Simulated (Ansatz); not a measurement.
# SiHBrF2 (SMILES F[SiH](F)Br): CCSD/def2-SVPD

What is the electronic atomisation energy of SiHBrF2 at CCSD/def2-SVPD? 

The results are computed with Ansatz 0.2.0.

36 further runs of the same task are left out: 36 set aside as unsound or not needed. Runs told in other sessions of the task aren't counted.

### 1 The molecule

The species is SiHBrF2 (5 atoms), meant as a singlet with charge 0. SMILES: `F[SiH](F)Br`. The shape is that of a PBE0-D4/def2-TZVP optimisation.

Bond lengths: F1–Si2 1.578 Å, Si2–F3 1.578 Å, Si2–Br4 2.183 Å, Si2–H5 1.466 Å. Angles: F1–Si2–F3 107.6°, F1–Si2–Br4 109.1°, F3–Si2–Br4 109.1°, F1–Si2–H5 109.7°, F3–Si2–H5 109.7°, Br4–Si2–H5 111.6°.

### 2 A single-point energy at CCSD/def2-SVPD

The input, job.yaml:

```yaml
crystal:
  periodic: [false, false, false]
  atoms:
    - {symbol: F, position_ang: [-0.224900, -0.396300, 1.531900]}
    - {symbol: Si, position_ang: [0.124200, 0.002500, 0.045800]}
    - {symbol: F, position_ang: [0.210200, 1.576700, -0.017200]}
    - {symbol: Br, position_ang: [-1.476800, -0.678900, -1.271900]}
    - {symbol: H, position_ang: [1.417200, -0.577700, -0.330000]}
basis:
  gaussian: {orbitals: def2-SVPD}
correlation: {method: ccsd, frozen_orbitals: {Br: 9, F: 1, H: 0, Si: 5}}
accuracy: high
scf: {omitted_lower_state_checks: [cluster_reference, increment]}
```

Launch:

```sh
$ ansatz run job.yaml --threads 1 --pin off --max-ram 2610MiB --events-out events.jsonl --progress --plain --runs-dir runs
```

What it wrote:

```text
Warning: RAYON_NUM_THREADS=1 ignored (pool sized by the plan → 1); use --threads N
Functional definition: HF
  name "HF"
  exchange = exact_x
  correlation = 0
these checks for a lower state are left out or cut short: cluster_reference, increment
2220 factors; integrals over basis functions are off by at most 4.6e-9 eV
mean field evaluation 1: about -83276.1906 eV, gradient 3.5e1 eV
mean field evaluation 2: about -83276.2310 eV, gradient 3.5e1 eV
mean field evaluation 4: about -83278.5569 eV, gradient 2.0e0 eV
mean field evaluation 8: about -83278.5766 eV, gradient 1.3e-1 eV
mean field -83278.57668224 eV, -3060.4312448257 hartree, gradient 4.2e-8 eV, S^2 0.000000; 0 other end points of the search recorded, 0 dependent functions left out
16 core orbitals not correlated: weight in the atoms' cores, before any rotation towards them, 1.000 or more for the frozen orbitals, at most 0.000 for the correlated occupied ones
reference -83278.57668224 eV, -3060.4312448257 hartree; 18, 18 occupied and 85, 85 virtual orbitals, 2220 factors
second order -19.62276309 eV of doubles, -0.00000000 eV of singles
cycle   1  -19.46255728 eV  change    1.6e-1 eV  update   9.9e-2
cycle   2  -19.87027354 eV  change   -4.1e-1 eV  update   2.7e-2
cycle   3  -19.96269638 eV  change   -9.2e-2 eV  update   1.4e-2
cycle   4  -19.95339042 eV  change    9.3e-3 eV  update   2.5e-3
cycle   5  -19.95117335 eV  change    2.2e-3 eV  update   1.0e-3
cycle   6  -19.95175482 eV  change   -5.8e-4 eV  update   2.8e-4
cycle   7  -19.95164359 eV  change    1.1e-4 eV  update   9.5e-5
cycle   8  -19.95158188 eV  change    6.2e-5 eV  update   2.5e-5
cycle   9  -19.95158911 eV  change   -7.2e-6 eV  update   8.5e-6
cycle  10  -19.95159334 eV  change   -4.2e-6 eV  update   2.8e-6
cycle  11  -19.95159093 eV  change    2.4e-6 eV  update   8.6e-7
cycle  12  -19.95159160 eV  change   -6.8e-7 eV  update   2.9e-7
cycle  13  -19.95159192 eV  change   -3.2e-7 eV  update   8.8e-8
cycle  14  -19.95159193 eV  change   -1.4e-8 eV  update   3.8e-8
cycle  15  -19.95159196 eV  change   -2.0e-8 eV  update   2.3e-8
cycle  16  -19.95159239 eV  change   -4.4e-7 eV  update   9.9e-8
cycle  17  -19.95159239 eV  change    8.4e-9 eV  update   2.0e-8
cycle  18  -19.95159240 eV  change   -1.6e-8 eV  update   5.2e-9
cycle  19  -19.95159240 eV  change  -3.8e-10 eV  update   1.7e-9
Total energy: -83298.52827464 eV, -3061.1644523228 hartree
Checks for a lower state left out: cluster_reference, increment
```

It took 50 s on 1 thread of Arm Neoverse V1, shared host; peak memory 1 GiB.

### 3 The Br atom, same level

The input, input.yaml:

```yaml
crystal:
  periodic: [false, false, false]
  atoms:
    - {symbol: Br, position_ang: [0.000000, 0.000000, 0.000000]}
basis:
  gaussian: {orbitals: def2-SVPD}
magnetization: {spin_polarized: true, initial_magnetization: 1}
correlation: {method: ccsd, frozen_orbitals: {Br: 9}}
accuracy: high
scf: {omitted_lower_state_checks: [cluster_reference, increment]}
```

Launch:

```sh
$ ansatz run input.yaml --threads 1 --pin off --max-ram 2610MiB --events-out events.jsonl --progress --plain --runs-dir runs
```

What it wrote:

```text
Warning: RAYON_NUM_THREADS=1 ignored (pool sized by the plan → 1); use --threads N
Functional definition: HF
  name "HF"
  exchange = exact_x
  correlation = 0
these checks for a lower state are left out or cut short: cluster_reference, increment
397 factors; integrals over basis functions are off by at most 4.7e-9 eV
mean field evaluation 1: about -69989.8601 eV, gradient 4.0e0 eV
mean field evaluation 2: about -69989.8685 eV, gradient 4.0e0 eV
mean field evaluation 4: about -69990.0001 eV, gradient 4.8e-1 eV
mean field evaluation 8: about -69990.0014 eV, gradient 1.8e-3 eV
mean field evaluation 16: about -69989.1305 eV, gradient 8.2e0 eV
mean field evaluation 32: about -69990.0014 eV, gradient 5.1e-3 eV
mean field evaluation 64: about -69990.0013 eV, gradient 9.4e-2 eV
mean field -69990.00138558 eV, -2572.0851099932 hartree, gradient 1.8e-8 eV, S^2 0.756719; 4 other end points of the search recorded, 0 dependent functions left out
9 core orbitals not correlated: weight in the atoms' cores, before any rotation towards them, 1.000 or more for the frozen orbitals, at most 0.000 for the correlated occupied ones
reference -69990.00138558 eV, -2572.0851099932 hartree; 9, 8 occupied and 23, 24 virtual orbitals, 397 factors
second order -5.77202674 eV of doubles, -0.00000000 eV of singles
cycle   1  -5.83698218 eV  change   -6.5e-2 eV  update   3.8e-2
cycle   2  -5.95919983 eV  change   -1.2e-1 eV  update   1.1e-2
cycle   3  -5.96185698 eV  change   -2.7e-3 eV  update   3.7e-3
cycle   4  -5.96222020 eV  change   -3.6e-4 eV  update   9.1e-4
cycle   5  -5.96233628 eV  change   -1.2e-4 eV  update   3.1e-4
cycle   6  -5.96222116 eV  change    1.2e-4 eV  update   8.6e-5
cycle   7  -5.96226628 eV  change   -4.5e-5 eV  update   2.5e-5
cycle   8  -5.96226624 eV  change    3.5e-8 eV  update   5.4e-6
cycle   9  -5.96226419 eV  change    2.1e-6 eV  update   1.3e-6
cycle  10  -5.96226462 eV  change   -4.3e-7 eV  update   3.1e-7
cycle  11  -5.96226450 eV  change    1.2e-7 eV  update   8.5e-8
cycle  12  -5.96226452 eV  change   -1.6e-8 eV  update   2.3e-8
cycle  13  -5.96226450 eV  change    2.1e-8 eV  update   1.1e-8
cycle  14  -5.96226446 eV  change    3.4e-8 eV  update   2.0e-8
cycle  15  -5.96226446 eV  change    7.6e-9 eV  update   4.8e-9
cycle  16  -5.96226446 eV  change  -7.4e-10 eV  update  9.6e-10
Total energy: -69995.96365004 eV, -2572.3042191707 hartree
Checks for a lower state left out: cluster_reference, increment
```

Wall time 1.2 s (1 thread of Arm Neoverse V1, shared host); peak memory 0.098 GiB.

### 4 The F atom, same level

The input, input.yaml:

```yaml
basis:
  gaussian: {orbitals: def2-SVPD}
crystal:
  periodic: [false, false, false]
  atoms:
    - {symbol: F, position_ang: [0.000000, 0.000000, 0.000000]}
scf: {omitted_lower_state_checks: [cluster_reference, increment]}
magnetization: {spin_polarized: true, initial_magnetization: 1}
total_charge: 0
accuracy: high
correlation: {method: ccsd, frozen_orbitals: {F: 1}}
```

Launch:

```sh
$ ansatz run input.yaml --threads 1 --pin off --max-ram 2610MiB --events-out events.jsonl --progress --plain --runs-dir runs
```

What it wrote:

```text
Warning: RAYON_NUM_THREADS=1 ignored (pool sized by the plan → 1); use --threads N
Functional definition: HF
  name "HF"
  exchange = exact_x
  correlation = 0
these checks for a lower state are left out or cut short: cluster_reference, increment
194 factors; integrals over basis functions are off by at most 1.8e-9 eV
mean field evaluation 1: about -2701.6304 eV, gradient 7.1e0 eV
mean field evaluation 2: about -2701.6305 eV, gradient 7.1e0 eV
mean field evaluation 4: about -2701.8047 eV, gradient 7.2e-1 eV
mean field evaluation 8: about -2701.8077 eV, gradient 1.8e-5 eV
mean field evaluation 16: about -2701.8077 eV, gradient 4.2e-4 eV
mean field evaluation 32: about -2701.8077 eV, gradient 4.2e-4 eV
mean field -2701.80765935 eV, -99.2896001302 hartree, gradient 3.6e-8 eV, S^2 0.753628; 3 other end points of the search recorded, 0 dependent functions left out
1 core orbitals not correlated: weight in the atoms' cores, before any rotation towards them, 1.000 or more for the frozen orbitals, at most 0.000 for the correlated occupied ones
reference -2701.80765935 eV, -99.2896001302 hartree; 4, 3 occupied and 18, 19 virtual orbitals, 194 factors
second order -3.97637652 eV of doubles, -0.00000000 eV of singles
cycle   1  -4.20691464 eV  change   -2.3e-1 eV  update   3.6e-2
cycle   2  -4.28031481 eV  change   -7.3e-2 eV  update   9.5e-3
cycle   3  -4.30037268 eV  change   -2.0e-2 eV  update   5.1e-3
cycle   4  -4.30013534 eV  change    2.4e-4 eV  update   1.7e-3
cycle   5  -4.30001997 eV  change    1.2e-4 eV  update   6.2e-4
cycle   6  -4.30046884 eV  change   -4.5e-4 eV  update   1.7e-4
cycle   7  -4.30050081 eV  change   -3.2e-5 eV  update   3.9e-5
cycle   8  -4.30049387 eV  change    6.9e-6 eV  update   1.0e-5
cycle   9  -4.30049118 eV  change    2.7e-6 eV  update   3.2e-6
cycle  10  -4.30049068 eV  change    5.0e-7 eV  update   8.3e-7
cycle  11  -4.30049067 eV  change    5.7e-9 eV  update   2.1e-7
cycle  12  -4.30049077 eV  change   -9.3e-8 eV  update   6.6e-8
cycle  13  -4.30049073 eV  change    3.3e-8 eV  update   1.7e-8
cycle  14  -4.30049076 eV  change   -2.3e-8 eV  update   7.6e-9
cycle  15  -4.30049079 eV  change   -3.0e-8 eV  update   1.2e-8
cycle  16  -4.30049079 eV  change   -2.8e-9 eV  update   3.4e-9
cycle  17  -4.30049079 eV  change  -5.6e-10 eV  update   1.0e-9
cycle  18  -4.30049079 eV  change  -5.3e-11 eV  update  3.7e-10
Total energy: -2706.10815014 eV, -99.4476402517 hartree
Checks for a lower state left out: cluster_reference, increment
```

Run time: 0.32 s. Hardware: 1 thread of Arm Neoverse V1, shared host.

### 5 The H atom: a single-point energy at UHF/def2-SVPD

The input, in.yaml:

```yaml
crystal:
  periodic: [false, false, false]
  atoms:
    - {symbol: H, position_ang: [0.000000, 0.000000, 0.000000]}
basis:
  gaussian: {orbitals: def2-SVPD}
magnetization: {spin_polarized: true, initial_magnetization: 1}
hamiltonian: {xc: hf}
accuracy: high
```

Launch:

```sh
$ ansatz run in.yaml --threads 1 --pin off --max-ram 2610MiB --events-out events.jsonl --progress --plain --runs-dir runs
```

What it wrote:

```text
Warning: RAYON_NUM_THREADS=1 ignored (pool sized by the plan → 1); use --threads N
Functional definition: HF
  name "HF"
  exchange = exact_x
  correlation = 0
33 factors; integrals over basis functions are off by at most 2.1e-9 eV
mean field evaluation 1: about -13.5522 eV, gradient 1.6e0 eV
mean field evaluation 2: about -13.5522 eV, gradient 1.6e0 eV
mean field evaluation 4: about -13.5861 eV, gradient 1.4e-4 eV
mean field evaluation 8: about -13.5861 eV, gradient 7.9e-9 eV
mean field -13.58605754 eV, -0.4992784057 hartree, gradient 7.9e-9 eV, S^2 0.750000; 0 other end points of the search recorded, 0 dependent functions left out
reference -13.58605754 eV, -0.4992784057 hartree; 1, 0 occupied and 7, 8 virtual orbitals, 33 factors
Total energy: -13.58605754 eV, -0.4992784057 hartree
```

Wall time 0.04 s (1 thread of Arm Neoverse V1, shared host).

### 6 The Si atom, same level

The input, run.yaml:

```yaml
crystal:
  periodic: [false, false, false]
  atoms:
    - {symbol: Si, position_ang: [0.000000, 0.000000, 0.000000]}
basis:
  gaussian:
    orbitals: def2-SVPD
magnetization:
  spin_polarized: true
  initial_magnetization: 2
scf:
  omitted_lower_state_checks: [cluster_reference, increment]
accuracy: high
correlation:
  method: ccsd
  frozen_orbitals: {Si: 5}
```

Run the same way, it converges to -288.82047 Eh (log not shown).

### 7 Outcome

At CCSD/def2-SVPD, 16 core orbitals frozen:

```
                                              quantity           value
                                molecule: total energy  -3061.16445 Eh
molecule: correlation energy (16 core orbitals frozen)      -733.2 mEh
                               molecule: T1 diagnostic           0.011
                                 Br atom: total energy  -2572.30422 Eh
  Br atom: correlation energy (9 core orbitals frozen)      -219.1 mEh
            Br atom: ⟨S²⟩ of the reference determinant           0.757
                                Br atom: T1 diagnostic           0.005
                                  F atom: total energy    -99.44764 Eh
    F atom: correlation energy (1 core orbital frozen)      -158.0 mEh
             F atom: ⟨S²⟩ of the reference determinant           0.754
                                 F atom: T1 diagnostic           0.010
                                  H atom: total energy     -0.49928 Eh
                                          H atom: ⟨S²⟩           0.750
                                 Si atom: total energy   -288.82047 Eh
  Si atom: correlation energy (5 core orbitals frozen)       -66.2 mEh
            Si atom: ⟨S²⟩ of the reference determinant           2.014
                                Si atom: T1 diagnostic           0.011
                         electronic atomisation energy       17.557 eV
```

In words: Taking the molecule apart into free atoms costs 17.56 eV (1694 kJ/mol), before zero-point energy and without spin-orbit coupling.
